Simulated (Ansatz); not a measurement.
**CH4ClFOSSi: one species, many methods**

The task here is to estimate one member of a computed series from the others.

Program: Ansatz 0.2.0, Gaussian basis. Level of theory: functionals in def2-TZVPP, the program's frozen cores in correlated methods. These are calculated values, not measurements.

Levels to be run: PBE-D4, r2SCAN-D4, PBE0-D4, B3LYP-D4, ωB97X-V, ωB97M-V, B2PLYP; CCSD(T)/def2-TZVPP; MP2/def2-QZVPP; extrapolation to the limit.

## The geometry

The geometry comes from an earlier relaxation with PBE0-D4 in a triple-zeta def2 set; it is a stationary point, not always the lowest conformer.

SMILES `OC(F)(S)[SiH2]Cl`, 10 atoms, charge 0, spin multiplicity 1.

Atoms are counted from 1 here; the program's logs count them from 0.

Bond lengths: O1–C2 1.377 Å, O1–H7 0.967 Å, C2–F3 1.390 Å, C2–S4 1.805 Å, C2–Si5 1.917 Å, S4–H8 1.344 Å, Si5–Cl6 2.057 Å, Si5–H9 1.477 Å, Si5–H10 1.479 Å. Angles: C2–O1–H7 108.2°, O1–C2–F3 108.7°, O1–C2–S4 108.6°, O1–C2–Si5 112.5°, F3–C2–S4 110.2°, F3–C2–Si5 108.3°, S4–C2–Si5 108.6°, C2–S4–H8 94.5°, C2–Si5–Cl6 104.9°, C2–Si5–H9 109.7°, C2–Si5–H10 111.3°, Cl6–Si5–H9 108.3°, Cl6–Si5–H10 109.7°, H9–Si5–H10 112.6°.

The first run:

Contents of in.yaml:

```yaml
crystal:
  periodic: [false, false, false]
  atoms:
    - {symbol: O, position_ang: [-0.305434, -1.315848, 0.783239]}
    - {symbol: C, position_ang: [0.358704, -0.503972, -0.108898]}
    - {symbol: F, position_ang: [1.715496, -0.526469, 0.193063]}
    - {symbol: S, position_ang: [0.082275, -1.134737, -1.777634]}
    - {symbol: Si, position_ang: [-0.243807, 1.314003, -0.036304]}
    - {symbol: Cl, position_ang: [-0.011448, 1.870543, 1.930522]}
    - {symbol: H, position_ang: [-0.220485, -0.928488, 1.664990]}
    - {symbol: H, position_ang: [-0.189001, -2.388007, -1.374056]}
    - {symbol: H, position_ang: [-1.681114, 1.375352, -0.369511]}
    - {symbol: H, position_ang: [0.577716, 2.186520, -0.902609]}
basis:
  gaussian: {orbitals: def2-TZVPP}
hamiltonian: {xc: pbe, dispersion: d4}
output: {forces: true, orbitals: {seedname: orbitals}}
```

The run is started by

```bash
> ansatz run in.yaml --threads 4 --pin off --events-out ev --progress --plain --max-ram 10444MiB
```

Among the steps run: PBE-D4 (GGA); r2SCAN-D4 (meta-GGA); PBE0-D4 (hybrid); B3LYP-D4 (hybrid); ωB97X-V (range-separated); ωB97M-V (range-separated); B2PLYP (double hybrid); CCSD(T) in def2-TZVPP; MP2 in def2-QZVPP.

One of the session's tables, all rows but one given; the rest of the session is left out.

| method | atomisation energy (kJ/mol) |
| --- | --- |
| PBE-D4 | 3469.3 |
| r2SCAN-D4 | 3399.2 |
| PBE0-D4 | 3376.2 |
| B3LYP-D4 | 3351.0 |
| ωB97X-V | 3403.8 |
| ωB97M-V | 3403.3 |
| B2PLYP | 3313.4 |
| HF/def2-TZVPP | 2302.6 |
| MP2/def2-TZVPP | 3362.5 |
| CCSD/def2-TZVPP | 3196.6 |
| CCSD(T)/def2-TZVPP | 3267.1 |
| MP2/CBS | 3479.0 |
| CCSD(T)/CBS | ? |

Estimate the missing values for CCSD(T)/CBS.

**Answer.** atomisation energy (kJ/mol): 3383.7. In the column «atomisation energy (kJ/mol)» it lies between PBE0-D4 (3376.2) and r2SCAN-D4 (3399.2).
